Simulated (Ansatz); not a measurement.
# CH4BrGaS: one species, many methods

The task here is to estimate one member of a computed series from the others.

Program: Ansatz 0.2.0, Gaussian basis. Level of theory: functionals in def2-TZVPP, the program's frozen cores in correlated methods. These are calculated values, not measurements.

Levels to be run: LDA (SPW92), PBE-D4, revPBE-D4, BLYP-D4, r2SCAN-D4, B97M-V, PBE0-D4, B3LYP-D4, r2SCANh-D4, r2SCAN0-D4, HSE06-D4, BHLYP-D4, CAM-B3LYP-D4, LC-ωPBE, ωB97X-V, ωB97M-V, B2PLYP, PBE-QIDH; CCSD(T)/def2-SVP; CCSD(T)/def2-TZVPP; MP2/def2-QZVPP; extrapolation to the limit; RPA on PBE.

### The relaxed structure

All runs share one geometry, relaxed beforehand with PBE0-D4 in a triple-zeta def2 set.

SMILES `[CH3][Ga]([SH])[Br]`, 8 atoms, charge 0, spin multiplicity 1.

Atoms are counted from 1 here; the program's logs count them from 0.

Bond lengths: C1–Ga2 1.949 Å, C1–H5 1.091 Å, C1–H6 1.090 Å, C1–H7 1.091 Å, Ga2–S3 2.195 Å, Ga2–Br4 2.301 Å, S3–H8 1.343 Å. Angles: Ga2–C1–H5 109.4°, Ga2–C1–H6 111.1°, Ga2–C1–H7 109.4°, H5–C1–H6 109.4°, H5–C1–H7 108.1°, H6–C1–H7 109.4°, C1–Ga2–S3 125.1°, C1–Ga2–Br4 120.0°, S3–Ga2–Br4 114.9°, Ga2–S3–H8 93.6°.

The first run:

Input file in.yaml:

```yaml
crystal:
  periodic: [false, false, false]
  atoms:
    - {symbol: C, position_ang: [-0.024706, 1.433844, -0.144869]}
    - {symbol: Ga, position_ang: [-0.049230, -0.514051, -0.080675]}
    - {symbol: S, position_ang: [0.653779, -1.731371, 1.604586]}
    - {symbol: Br, position_ang: [-0.861775, -1.713958, -1.868431]}
    - {symbol: H, position_ang: [-1.040834, 1.805154, -0.288782]}
    - {symbol: H, position_ang: [0.386620, 1.851821, 0.773825]}
    - {symbol: H, position_ang: [0.578339, 1.761209, -0.993587]}
    - {symbol: H, position_ang: [0.357806, -2.892648, 0.997924]}
basis:
  gaussian: {orbitals: def2-TZVPP}
hamiltonian: {xc: lda}
output: {orbitals: {seedname: orbitals}}
```

Command:

```console
> ansatz run in.yaml --threads 4 --pin off --events-out ev --progress --plain --max-ram 10444MiB
```

Steps of the session up to this table: LDA; PBE-D4 (GGA); revPBE-D4 (GGA); BLYP-D4 (GGA); r2SCAN-D4 (meta-GGA); B97M-V (meta-GGA); B3LYP-D4 (hybrid); r2SCANh-D4 (hybrid); r2SCAN0-D4 (hybrid); HSE06-D4 (hybrid); BHLYP-D4 (hybrid); CAM-B3LYP-D4 (range-separated); LC-ωPBE (range-separated); ωB97X-V (range-separated); ωB97M-V (range-separated); B2PLYP (double hybrid); PBE-QIDH (double hybrid).

One table of the session follows, with a row left open; its other results are not shown here.

It belongs to the step «Frontier levels by functional». 

| functional | HOMO (eV) | gap (eV) |
| --- | --- | --- |
| LDA (SPW92) | -6.74 | 4.65 |
| PBE-D4 | -6.59 | 4.78 |
| revPBE-D4 | -6.53 | 4.85 |
| BLYP-D4 | -6.41 | 4.69 |
| r2SCAN-D4 | -6.89 | 5.30 |
| B97M-V | ? | ? |
| PBE0-D4 | -7.80 | 6.75 |
| B3LYP-D4 | -7.54 | 6.25 |
| r2SCANh-D4 | -7.33 | 6.01 |
| r2SCAN0-D4 | -8.00 | 7.08 |
| HSE06-D4 | -7.40 | 5.99 |
| BHLYP-D4 | -8.85 | 8.58 |
| CAM-B3LYP-D4 | -9.10 | 8.97 |
| LC-ωPBE | -10.53 | 11.51 |
| ωB97X-V | -10.15 | 11.01 |
| ωB97M-V | -9.98 | 10.65 |

**Question.** Estimate the row for B97M-V.

As computed: HOMO (eV): -6.94; gap (eV): 5.25. In the column «HOMO (eV)» it lies between r2SCANh-D4 (-7.33) and r2SCAN-D4 (-6.89).
